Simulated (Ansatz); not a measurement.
# BGeH (singlet): from Hartree-Fock to the top rungs at distance Ge1–B2 = 2.140 Å, cc-pVDZ

An exercise on one series of results from a longer session: the logs are not shown, and one member is left open.

Computed with Ansatz 0.2.0, Gaussian basis. Level: cc-pVDZ, core rule «outside noble gas», up to 15 orbitals frozen.

The runs, in order: UHF; CCSD(T) on RHF; CCSD(T) on UHF; BCCD(T) on RHF; CISD; CCSDT(Q) on RHF; CCSDT(Q) on UHF; CISDTQ; CCSDTQ on RHF; CCSDTQ on UHF; CASSCF and MRCISD+Q, 2 electrons in 2 orbitals; CASSCF and NEVPT2, 2 electrons in 2 orbitals; CASSCF and MRCISD+Q, 8 electrons in 9 orbitals; CASSCF and NEVPT2, 8 electrons in 9 orbitals; Full CI.

4 further runs of the same task are left out: 4 for a known fault of the program.

## The system

The geometry derives from a PBE0/def2-TZVP stationary point (not a proven minimum). One bond is set to the value named and the two fragments are kept rigid. No spin-orbit coupling is included. The filled d shell of Ge may be among the frozen orbitals whatever the setting's name suggests; the logs give the count.

3 atoms, charge 0, spin multiplicity 1.

Atoms are counted from 1 here; the program's logs count them from 0.

Bond lengths: Ge1–B2 2.140 Å, B2–H3 1.188 Å. Angles: Ge1–B2–H3 180.0°.

Set-up of the first run:

Input file in.yaml:

```yaml
crystal:
  periodic: [false, false, false]
  atoms:
    - {symbol: Ge, position_ang: [0.000000, 0.000000, 1.822616]}
    - {symbol: B, position_ang: [0.000000, 0.000000, -0.317384]}
    - {symbol: H, position_ang: [0.000000, 0.000000, -1.505233]}
basis:
  gaussian: {orbitals: cc-pVDZ}
magnetization: {spin_polarized: true, initial_magnetization: 0}
hamiltonian: {xc: hf}
output: {orbitals: {seedname: orbitals}}
```

Started as:

```sh
$ ansatz run in.yaml --threads 1 --pin off --events-out ev --progress --plain --max-ram 3498MiB --backend cpu
```

Steps of the session up to this table: UHF; CCSD(T) on RHF; CCSD(T) on UHF; BCCD(T) on RHF; CISD; CCSDT(Q) on RHF; CCSDT(Q) on UHF; CISDTQ; CCSDTQ on RHF; CCSDTQ on UHF; CASSCF and MRCISD+Q, 2 electrons in 2 orbitals; CASSCF and NEVPT2, 2 electrons in 2 orbitals; CASSCF and MRCISD+Q, 8 electrons in 9 orbitals; CASSCF and NEVPT2, 8 electrons in 9 orbitals; Full CI.

One of the session's tables, all rows but one given; the rest of the session is left out.

```
   method  from FCI (kcal/mol)
      RHF              +120.21
     RMP2               +31.29
     CISD               +18.14
    RCCSD                    ?
 RCCSD(T)                +3.87
  BCCD(T)                +3.92
   RCCSDT                +1.94
   CISDTQ                +2.26
RCCSDT(Q)                +0.45
  RCCSDTQ                +0.12
      FCI                    0
```

**Question.** Estimate the row for RCCSD.

**Answer.** from FCI (kcal/mol): +9.07. In the column «from FCI (kcal/mol)» it lies between BCCD(T) (+3.92) and CISD (+18.14).

Caveats from the session: The report flags that the cluster equations may have other roots. Left out of the table: CASSCF pair, NEVPT2 pair, MRCISD pair, MRCISD+Q pair, CASSCF valence, NEVPT2 valence, MRCISD valence, MRCISD+Q valence (the active space lost an orbital or holds another state than full CI finds). Left out of the table: UHF, UMP2, UCCSD, UCCSD(T), UCCSDT, UCCSDT(Q), UCCSDTQ (another determinant or state than the rows shown). The program flags RCCSDT(Q), RCCSDTQ as in doubt, so those rows may rest on another solution; read them beside their warnings.
